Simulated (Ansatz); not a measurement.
# CH5GeN: functionals against CCSD(T) at one geometry

An exercise on one series of results from a longer session: the logs are not shown, and one member is left open.

Method: single points in def2-TZVPP; program: Ansatz 0.2.0, Gaussian basis.

Cores are frozen in the correlated methods. Filled d shells of the heavier atoms are correlated.

### The system as given

8 atoms, charge 0, spin multiplicity 1.

Atoms are counted from 1 here; the program's logs count them from 0.

Bond lengths: C1–N2 1.211 Å, C1–H4 1.083 Å, C1–H5 1.080 Å, N2–Ge3 1.808 Å, Ge3–H6 1.488 Å, Ge3–H7 1.486 Å, Ge3–H8 1.475 Å. Angles: N2–C1–H4 126.6°, N2–C1–H5 118.2°, H4–C1–H5 115.0°, C1–N2–Ge3 128.9°, N2–Ge3–H6 112.8°, N2–Ge3–H7 103.3°, N2–Ge3–H8 112.4°, H6–Ge3–H7 109.2°, H6–Ge3–H8 109.3°, H7–Ge3–H8 109.7°.

Geometry (Å):

```xyz
8
CH5GeN
C    -0.56580    1.04680   -0.99070
N     0.39150    0.41030   -0.60950
Ge    0.48580   -0.81340    0.71760
H    -1.56070    1.03430   -0.56380
H    -0.42160    1.75540   -1.79350
H     0.18510   -0.23640    2.05620
H     1.90650   -1.24910    0.68060
H    -0.39540   -1.97120    0.47790
```

The first run:

run/in.yaml

```yaml
crystal:
  periodic: [false, false, false]
  atoms:
    - {symbol: C, position_ang: [-0.565800, 1.046800, -0.990700]}
    - {symbol: N, position_ang: [0.391500, 0.410300, -0.609500]}
    - {symbol: Ge, position_ang: [0.485800, -0.813400, 0.717600]}
    - {symbol: H, position_ang: [-1.560700, 1.034300, -0.563800]}
    - {symbol: H, position_ang: [-0.421600, 1.755400, -1.793500]}
    - {symbol: H, position_ang: [0.185100, -0.236400, 2.056200]}
    - {symbol: H, position_ang: [1.906500, -1.249100, 0.680600]}
    - {symbol: H, position_ang: [-0.395400, -1.971200, 0.477900]}
basis:
  gaussian: {orbitals: def2-TZVPP}
correlation: {method: ccsd_t}
output: {forces: true}
```

No record of the launch command was kept for these runs.

Among the steps run: CCSD(T)/def2-TZVPP; PBE0-D4/def2-TZVPP; wB97M-V/def2-TZVPP; r2SCAN-D4/def2-TZVPP; PBE-D4/def2-TZVPP; wB97X-V/def2-TZVPP; r2SCAN0-D4/def2-TZVPP.

One table of the session follows, with a row left open; its other results are not shown here.

```
    method  RMS force component (eV/Å)  angle to CCSD(T) forces (°)  dipole (D)
   CCSD(T)                       1.234                    reference        1.39
   PBE0-D4                       0.974                          8.6        1.39
   wB97M-V                       0.986                          5.5        1.42
 r2SCAN-D4                       1.022                          6.3        1.35
    PBE-D4                       1.157                          9.2        1.29
   wB97X-V                       1.037                          6.2        1.45
r2SCAN0-D4                           ?                            ?           ?
```

Estimate the missing values for r2SCAN0-D4.

**Answer.** RMS force component (eV/Å): 0.890; angle to CCSD(T) forces (°): 6.9; dipole (D): 1.43. In the column «RMS force component (eV/Å)» it is the lowest.
